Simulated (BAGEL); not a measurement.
# GaSiH4Cl (SMILES [SiH3][GaH][Cl]): HF/6-31G(d) (density fitting with qzvpp-jkfit, spherical functions)

What is the energy change on altering one bond length of GaSiH4Cl at HF/6-31G* (density fitting with qzvpp-jkfit, spherical functions)? 

The calculation is run with BAGEL 1.2.2.

## 1. The structure to begin with

The species is GaSiH4Cl (7 atoms), meant as a singlet with charge 0. As SMILES, `[SiH3][GaH][Cl]`. The shape comes from GFN2-xTB, which is rough for such elements, and wasn't checked as a minimum.

Bond lengths: Si1–Ga2 2.413 Å, Ga2–Cl3 2.101 Å, Si1–H4 1.474 Å, Si1–H5 1.476 Å, Si1–H6 1.472 Å, Ga2–H7 1.630 Å. Angles: Si1–Ga2–Cl3 125.2°, Si1–Ga2–H7 125.9°, Cl3–Ga2–H7 108.9°, Ga2–Si1–H4 111.6°, Ga2–Si1–H5 108.6°, Ga2–Si1–H6 112.5°, H4–Si1–H5 107.8°, H4–Si1–H6 107.9°, H5–Si1–H6 108.1°.

## 2. The energy at HF/6-31G(d) (density fitting with qzvpp-jkfit, spherical functions)

Input file input.json:

```json
{ "bagel" : [

{
  "title" : "molecule",
  "basis" : "6-31gs.json",
  "df_basis" : "qzvpp-jkfit",
  "angstrom" : "true",
  "geometry" : [
    { "atom" : "Si", "xyz" : [   -0.922200,    0.560190,   -0.301100 ] },
    { "atom" : "Ga", "xyz" : [    1.012340,   -0.652810,    0.480210 ] },
    { "atom" : "Cl", "xyz" : [    2.627560,   -1.257590,   -0.718720 ] },
    { "atom" : "H", "xyz" : [   -2.035550,   -0.347720,   -0.633090 ] },
    { "atom" : "H", "xyz" : [   -0.555320,    1.293210,   -1.528140 ] },
    { "atom" : "H", "xyz" : [   -1.411840,    1.535900,    0.686270 ] },
    { "atom" : "H", "xyz" : [    1.285010,   -1.131180,    2.014550 ] }
  ]
},
{
  "title" : "hf"
},
{
  "title" : "print",
  "file" : "orbitals.molden",
  "orbitals" : "true"
}

]}
```

The basis set 6-31G* is read from a file made from the Basis Set Exchange's data (not shown).

On the command line:

```bash
$ BAGEL_NUM_THREADS=1 BAGEL input.json > input.out
```

Output:

```text
* using 1 threads per process

  ===============================================================
  ===============================================================

  *** Geometry ***

  { "atom" : "Si", "xyz" : [     -1.742705,      1.058606,     -0.568997 ] },
  { "atom" : "Ga", "xyz" : [      1.913045,     -1.233632,      0.907465 ] },
  { "atom" : "Cl", "xyz" : [      4.965369,     -2.376501,     -1.358184 ] },
  { "atom" : "H", "xyz" : [     -3.846632,     -0.657096,     -1.196367 ] },
  { "atom" : "H", "xyz" : [     -1.049403,      2.443813,     -2.887766 ] },
  { "atom" : "H", "xyz" : [     -2.667991,      2.902430,      1.296862 ] },
  { "atom" : "H", "xyz" : [      2.428317,     -2.137620,      3.806948 ] },

  Number of auxiliary basis functions:      594

  Since a DF basis is specified, we compute 2- and 3-index integrals:
    o Being stored without compression. Storage requirement is 0.027 GB

  Number of basis functions:       76
  Number of electrons      :       66

    * METHOD: MOLECULE                             0.41

  *** RHF ***

  === Nuclear Repulsion ===
   311.4918816581

      * DIIS with orbital gradients will be used.

  === RHF iteration (6-31gs.json) ===
      0      -2673.65068784          0.00951069           0.11
      1      -2673.71984872          0.00504921           0.10
      2      -2673.73206495          0.00130229           0.10
      3      -2673.73322334          0.00038559           0.10
      4      -2673.73333176          0.00004882           0.10
      5      -2673.73333460          0.00001013           0.10
      6      -2673.73333475          0.00000308           0.10
      7      -2673.73333477          0.00000069           0.10
      8      -2673.73333477          0.00000023           0.10
      9      -2673.73333477          0.00000007           0.10
     10      -2673.73333477          0.00000002           0.10
     11      -2673.73333477          0.00000001           0.10
    * SCF iteration converged.

    * Permanent dipole moment:
           (    0.739005,    -0.322409,    -0.284934) a.u.

    * METHOD: HF                                   1.47

    * METHOD: PRINT                                0.01

  ===============================================================
```

Wall time 2 s (1 thread of Arm Neoverse V1, shared host); peak memory 0.14 GiB.

## 3. The distorted shape

Input file job.json:

```json
{ "bagel": [

{
  "title": "molecule",
  "basis": "6-31gs.json",
  "df_basis": "qzvpp-jkfit",
  "angstrom": "true",
  "geometry": [
    { "atom": "Si", "xyz": [      -0.031557,       1.286488,      -0.035519 ] },
    { "atom": "Ga", "xyz": [       1.902983,       0.073488,       0.745791 ] },
    { "atom": "Cl", "xyz": [       3.518203,      -0.531292,      -0.453139 ] },
    { "atom": "H", "xyz": [      -2.035550,      -0.347720,      -0.633090 ] },
    { "atom": "H", "xyz": [       0.335323,       2.019508,      -1.262559 ] },
    { "atom": "H", "xyz": [      -0.521197,       2.262198,       0.951851 ] },
    { "atom": "H", "xyz": [       2.175653,      -0.404882,       2.280131 ] }
  ]
},

{ "title": "hf" },

{ "title": "print", "file": "orbitals.molden", "orbitals": "true" }

]}
```

The basis set 6-31G* is read from a file made from the Basis Set Exchange's data (not shown).

On the command line:

```bash
$ BAGEL_NUM_THREADS=1 BAGEL job.json > job.out
```

Output:

```text
* using 1 threads per process

  ===============================================================
  ===============================================================

  *** Geometry ***

  { "atom" : "Si", "xyz" : [     -0.059634,      2.431110,     -0.067121 ] },
  { "atom" : "Ga", "xyz" : [      3.596117,      0.138872,      1.409341 ] },
  { "atom" : "Cl", "xyz" : [      6.648440,     -1.003996,     -0.856309 ] },
  { "atom" : "H", "xyz" : [     -3.846632,     -0.657096,     -1.196367 ] },
  { "atom" : "H", "xyz" : [      0.633669,      3.816317,     -2.385891 ] },
  { "atom" : "H", "xyz" : [     -0.984920,      4.274935,      1.798738 ] },
  { "atom" : "H", "xyz" : [      4.111388,     -0.765116,      4.308823 ] },

  Number of auxiliary basis functions:      594

  Since a DF basis is specified, we compute 2- and 3-index integrals:
    o Being stored without compression. Storage requirement is 0.027 GB

  Number of basis functions:       76
  Number of electrons      :       66

    * METHOD: MOLECULE                             0.41

  *** RHF ***

  === Nuclear Repulsion ===
   307.7089389541

      * DIIS with orbital gradients will be used.

  === RHF iteration (6-31gs.json) ===
      0      -2673.50029809          0.01037570           0.11
      1      -2673.58076781          0.00560430           0.10
      2      -2673.59809920          0.00126423           0.10
      3      -2673.59934865          0.00045670           0.10
      4      -2673.59950369          0.00006433           0.10
      5      -2673.59951040          0.00001864           0.10
      6      -2673.59951103          0.00000623           0.10
      7      -2673.59951111          0.00000196           0.10
      8      -2673.59951111          0.00000079           0.10
      9      -2673.59951112          0.00000026           0.10
     10      -2673.59951112          0.00000008           0.10
     11      -2673.59951112          0.00000003           0.10
     12      -2673.59951112          0.00000001           0.10
    * SCF iteration converged.

    * Permanent dipole moment:
           (    0.004481,    -0.736963,    -0.494829) a.u.

    * METHOD: HF                                   1.58

    * METHOD: PRINT                                0.01

  ===============================================================
```

Wall time 2.1 s (1 thread of Arm Neoverse V1, shared host); peak memory 0.14 GiB.

## 4. What came out

At HF/6-31G* (density fitting with qzvpp-jkfit, spherical functions):

| quantity | value |
| --- | --- |
| first shape: total energy | -2673.73333 Eh |
| first shape: dipole moment | 2.17 D |
| first shape: HOMO energy | -10.42 eV |
| first shape: LUMO energy | 0.73 eV |
| first shape: HOMO–LUMO gap | 11.15 eV |
| distorted shape: total energy | -2673.59951 Eh |
| distorted shape: dipole moment | 2.26 D |
| distorted shape: HOMO energy | -9.28 eV |
| distorted shape: LUMO energy | -0.46 eV |
| distorted shape: HOMO–LUMO gap | 8.82 eV |
| energy change with the Si1–H4 bond stretched from 1.474 to 2.654 Å | 3.642 eV |

In words: With the Si1–H4 bond stretched from 1.474 to 2.654 Å the energy rises by 3.64 eV (84 kcal/mol). The first shape isn't relaxed at this level, so the change isn't measured from a minimum. A restricted reference can't describe the breaking bond well at this length.
